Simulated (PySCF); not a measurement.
**CH2Br2 (dibromomethane): levels of theory compared**

Wanted: a comparison of 6 runs (HF/3-21G, B3LYP/6-31G*, B2PLYP/def2-SVPD, CAM-B3LYP/def2-SVPD, wB97X/def2-SVPD, SCS-MP2/def2-SVPD) of CH2Br2 (dibromomethane). Input form: a Python script.

The results are computed with PySCF 2.14.0.

1 further run of the same task is left out (set aside as unsound or not needed).

## (1) The system as given

CH2Br2 has 5 atoms, charge 0, and is taken as a singlet. SMILES: `BrCBr`. Geometry: relaxed at PBE0-D4/def2-TZVP.

Bond lengths: Br1–C2 1.922 Å, C2–Br3 1.922 Å, C2–H4 1.084 Å, C2–H5 1.084 Å. Angles: Br1–C2–Br3 113.8°, Br1–C2–H4 107.8°, Br1–C2–H5 107.8°, Br3–C2–H4 107.8°, Br3–C2–H5 107.8°, H4–C2–H5 112.1°.

## (2) A single-point energy at HF/3-21G (run 1)

Contents of input.py:

```python
from pyscf import gto

system = gto.M(
    atom='''
Br  -0.582370  -0.873340   1.500320
C   -0.105050   0.124070  -0.071970
Br   1.613500  -0.344140  -0.794330
H   -0.075830   1.173320   0.198040
H   -0.850250  -0.079900  -0.832070
''',
    basis='3-21g',
    max_memory=1860,
    verbose=4,
)

mf = system.RHF()
mf.conv_tol = 1e-10
mf.kernel()
if not mf.converged:
    mf = mf.newton().run(mf.mo_coeff, mf.mo_occ)

energy = mf.e_tot
print('Final energy', energy)
```

On the command line:

```bash
$ OMP_NUM_THREADS=1 python input.py
```

Log:

```text
PySCF version 2.14.0

[... 59 lines left out ...]
converged SCF energy = -5158.90009326711
Final energy -5158.9000932671115
```

Wall time 0.76 s (1 thread of Arm Neoverse V2, shared host); peak memory 0.13 GiB.

## (3) The energy at B3LYP/6-31G(d) (spherical functions) (run 2)

Contents of run.py:

```python
# BrCBr
from pyscf import gto, dft

mol = gto.M(
    atom='''
Br    -1.100520    -1.650373     2.835194
C     -0.198516     0.234458    -0.136004
Br     3.049073    -0.650330    -1.501066
H     -0.143298     2.217253     0.374241
H     -1.606740    -0.150989    -1.572384
''',
    verbose=3,
    charge=0,
    max_memory=1860,
    unit='bohr',
    basis='6-31g*',
)

calc0 = dft.RKS(mol, xc='b3lyp')
calc0.conv_tol = 1e-10
calc0.grids.level = 5
calc0.kernel()
if not calc0.converged:
    calc0 = calc0.newton().run(calc0.mo_coeff, calc0.mo_occ)

e_final = calc0.e_tot
print(f'total energy: {e_final:.8f} hartree')
```

On the command line:

```bash
$ OMP_NUM_THREADS=1 python run.py
```

Log:

```text
converged SCF energy = -5187.04956637899
total energy: -5187.04956638 hartree
```

It took 13 s on 1 thread of Arm Neoverse V2, shared host; peak memory 0.43 GiB.

## (4) The energy at B2PLYP/def2-SVPD (run 3)

Contents of input.py:

```python
from pyscf import gto, dft, mp

mol = gto.M(
    atom='''
Br      -0.582370      -0.873340       1.500320
C       -0.105050       0.124070      -0.071970
Br       1.613500      -0.344140      -0.794330
H       -0.075830       1.173320       0.198040
H       -0.850250      -0.079900      -0.832070
''',
    basis='def2-svpd',
    verbose=3,
    max_memory=1860,
    charge=0,
)

mf = dft.RKS(mol, xc='0.53*HF + 0.47*B88, 0.73*LYP')
mf.conv_tol = 1e-10
mf.grids.level = 5
mf.kernel()
if not mf.converged:
    mf = mf.newton().run(mf.mo_coeff, mf.mo_occ)

pt = mp.MP2(mf, frozen=19).run()
energy = mf.e_tot + 0.27 * pt.e_corr
print('PT2 part  %.8f' % (0.27 * pt.e_corr))
print('Final energy', energy)
```

On the command line:

```bash
$ OMP_NUM_THREADS=1 python input.py
```

Log:

```text
converged SCF energy = -5185.92674245996
E(RMP2) = -5186.67812444621  E_corr = -0.751381986242685
E(SCS-RMP2) = -5186.63264237456  E_corr = -0.705899914598234
PT2 part  -0.20287314
Final energy -5186.129615596249
```

Wall time 21 s (1 thread of Arm Neoverse V2, shared host); peak memory 0.66 GiB.

Runs 4 to 5 aren't shown in full; the table further down has their settings and results.

## (5) A single-point energy at SCS-MP2/def2-SVPD (run 6)

Contents of run.py:

```python
from pyscf import gto, mp

mol = gto.M(
    atom='''
Br    -1.100520    -1.650373     2.835194
C     -0.198516     0.234458    -0.136004
Br     3.049073    -0.650330    -1.501066
H     -0.143298     2.217253     0.374241
H     -1.606740    -0.150989    -1.572384
''',
    max_memory=1860,
    unit='bohr',
    verbose=3,
    basis='def2-svpd',
    spin=0,
)

calc0 = mol.RHF()
calc0.conv_tol = 1e-10
calc0.kernel()
if not calc0.converged:
    calc0 = calc0.newton().run(calc0.mo_coeff, calc0.mo_occ)

pt = mp.MP2(calc0, frozen=19).run()
etot = calc0.e_tot + 1.2 * pt.e_corr_os + pt.e_corr_ss / 3
print('E(%s) = %.9f' % ('SCS-MP2', etot))
```

On the command line:

```bash
$ OMP_NUM_THREADS=1 python run.py
```

Log:

```text
converged SCF energy = -5183.20000372969
E(RMP2) = -5183.82756015636  E_corr = -0.627556426668203
E(SCS-RMP2) = -5183.7893171614  E_corr = -0.58931343170213
E(SCS-MP2) = -5183.789317161
```

Wall time 4.2 s (1 thread of Arm Neoverse V2, shared host); peak memory 0.4 GiB.

## (6) Overview of the runs

```
run                               level  integration grid  frozen core orbitals   energy (Eh)  dipole moment (D) of the reference  HOMO energy (eV)  LUMO energy (eV)  wall time
  1                            HF/3-21G                 –                     –  -5158.900093                                1.70            -10.69              3.37     0.76 s
  2  B3LYP/6-31G* (spherical functions)                 5                     –  -5187.049566                                1.64             -7.83             -1.13       13 s
  3                    B2PLYP/def2-SVPD                 5                    19  -5186.129616                                1.52             -9.26              0.05       21 s
  4                 CAM-B3LYP/def2-SVPD                 5                     –  -5187.191595                                1.47             -9.53             -0.13       34 s
  5                     wB97X/def2-SVPD                 5                     –  -5187.014136                                1.48            -10.56              0.96       37 s
  6                   SCS-MP2/def2-SVPD                 –                    19  -5183.789317                                1.65            -11.10              1.74      4.2 s
```

## (7) What came out

| quantity | value |
| --- | --- |
| run 6: total energy | -5183.78932 Eh |
| run 6: dipole moment (Hartree–Fock density) | 1.65 D |
| run 6: HOMO energy (Hartree–Fock orbitals) | -11.10 eV |
| run 6: LUMO energy (Hartree–Fock orbitals) | 1.74 eV |
| run 6: HOMO–LUMO gap (Hartree–Fock orbitals) | 12.85 eV |
| run 6: correlation energy (19 core orbitals frozen) | -589.3 mEh |

What this shows: Over runs 1, 2, 3, 4, 5 the dipole moment (its size) runs from 1.47 D (CAM-B3LYP/def2-SVPD) to 1.70 D (HF/3-21G). The two ends differ in method and basis. Over runs 1, 2, 3, 4, 5 the HOMO–LUMO gap runs from 6.69 eV (B3LYP/6-31G*) to 14.06 eV (HF/3-21G). Totals of different functionals can't be ranked against each other. All runs together took 1.8 min, the longest 37 s.
